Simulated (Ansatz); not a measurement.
**CH4AlFO2: taking an electron away**

The task here is to estimate one member of a computed series from the others.

Computed with Ansatz 0.2.0, Gaussian basis. Level: unrestricted cation, the program's frozen cores in correlated methods.

Levels to be run: UKS PBE-D4/def2-TZVPP; UKS r2SCAN-D4/def2-TZVPP; UKS PBE0-D4/def2-TZVPP; UKS B3LYP-D4/def2-TZVPP; UKS wB97X-V/def2-TZVPP; UKS wB97M-V/def2-TZVPP; UKS B2PLYP/def2-TZVPP; UHF-CCSD(T)/def2-TZVPP; UHF-MP2/def2-QZVPP; extrapolation to the limit; then −ε(HOMO) from the neutral's earlier runs with LDA (SPW92), PBE-D4, revPBE-D4, BLYP-D4, r2SCAN-D4, B97M-V, PBE0-D4, B3LYP-D4, r2SCANh-D4, r2SCAN0-D4, HSE06-D4, BHLYP-D4, CAM-B3LYP-D4, LC-ωPBE, ωB97X-V, ωB97M-V.

## Structure used throughout

All runs share one geometry, relaxed beforehand with PBE0-D4 in a triple-zeta def2 set.

SMILES `C[O][Al]([OH])[F]`, 9 atoms, charge 0, spin multiplicity 1.

Atoms are counted from 1 here; the program's logs count them from 0.

Bond lengths: C1–O2 1.400 Å, C1–H6 1.094 Å, C1–H7 1.094 Å, C1–H8 1.096 Å, O2–Al3 1.668 Å, Al3–O4 1.684 Å, Al3–F5 1.642 Å, O4–H9 0.955 Å. Angles: O2–C1–H6 109.8°, O2–C1–H7 109.8°, O2–C1–H8 112.5°, H6–C1–H7 108.0°, H6–C1–H8 108.3°, H7–C1–H8 108.3°, C1–O2–Al3 135.0°, O2–Al3–O4 120.7°, O2–Al3–F5 118.5°, O4–Al3–F5 120.8°, Al3–O4–H9 123.6°.

Coordinates:

```mol
CH4AlFO2
  3D, bonds by distance, orders not assigned

  9  8  0  0  0  0  0  0  0  0999 V2000
    0.1775   -1.5112   -0.5415 C   0  0
    0.6779   -0.2042   -0.5898 O   0  0
    0.2673    1.2440    0.1286 Al  0  0
   -1.0339    1.3364    1.1937 O   0  0
    1.1605    2.5756   -0.2266 F   0  0
    0.9569   -2.1945   -0.1901 H   0  0
   -0.1253   -1.8302   -1.5436 H   0  0
   -0.6874   -1.6053    0.1247 H   0  0
   -1.3049    2.1431    1.6276 H   0  0
  1  2  8  0
  2  3  8  0
  3  4  8  0
  3  5  8  0
  1  6  8  0
  1  7  8  0
  1  8  8  0
  4  9  8  0
M  END
```

Set-up of the first run:

Input file in.yaml:

```yaml
crystal:
  periodic: [false, false, false]
  atoms:
    - {symbol: C, position_ang: [0.177462, -1.511210, -0.541463]}
    - {symbol: O, position_ang: [0.677928, -0.204175, -0.589819]}
    - {symbol: Al, position_ang: [0.267258, 1.243956, 0.128594]}
    - {symbol: O, position_ang: [-1.033927, 1.336393, 1.193656]}
    - {symbol: F, position_ang: [1.160467, 2.575606, -0.226649]}
    - {symbol: H, position_ang: [0.956856, -2.194502, -0.190122]}
    - {symbol: H, position_ang: [-0.125304, -1.830237, -1.543631]}
    - {symbol: H, position_ang: [-0.687384, -1.605278, 0.124709]}
    - {symbol: H, position_ang: [-1.304856, 2.143147, 1.627627]}
basis:
  gaussian: {orbitals: def2-TZVPP}
total_charge: 1
magnetization: {spin_polarized: true, initial_magnetization: 1}
hamiltonian: {xc: pbe, dispersion: d4}
```

Launch:

```bash
ansatz run in.yaml --threads 2 --pin off --events-out ev --progress --plain --max-ram 32768MiB --backend cpu
```

Among the steps run: Cation, UKS PBE-D4/def2-TZVPP; Cation, UKS r2SCAN-D4/def2-TZVPP; Cation, UKS PBE0-D4/def2-TZVPP; Cation, UKS B3LYP-D4/def2-TZVPP; Cation, UKS wB97X-V/def2-TZVPP; Cation, UKS wB97M-V/def2-TZVPP; Cation, UKS B2PLYP (frozen core)/def2-TZVPP; Cation, UHF-CCSD(T)/def2-TZVPP; Cation, UHF-MP2/def2-QZVPP.

One of the session's tables, all rows but one given; the rest of the session is left out.

For comparison, −ε(HOMO) of the neutral from earlier runs:

```
  functional  −ε(HOMO) (eV)
 LDA (SPW92)           6.94
      PBE-D4           6.78
   revPBE-D4           6.72
     BLYP-D4              ?
   r2SCAN-D4           7.10
      B97M-V           7.19
     PBE0-D4           8.35
    B3LYP-D4           8.11
  r2SCANh-D4           7.69
  r2SCAN0-D4           8.58
    HSE06-D4           7.94
    BHLYP-D4           9.87
CAM-B3LYP-D4           9.83
     LC-ωPBE          11.19
     ωB97X-V          10.84
     ωB97M-V          10.77
```

Q: Estimate the row for BLYP-D4 from the others.

Worked estimate for «−ε(HOMO) (eV)». Against the share of exact exchange, B3LYP-D4 (0.2, 8.11), BHLYP-D4 (0.5, 9.87) give a slope of 5.87 per unit share; at 0 the line stands at 6.94.

The run gave: −ε(HOMO) (eV): 6.70. In «−ε(HOMO) (eV)» the line misses by +0.24.
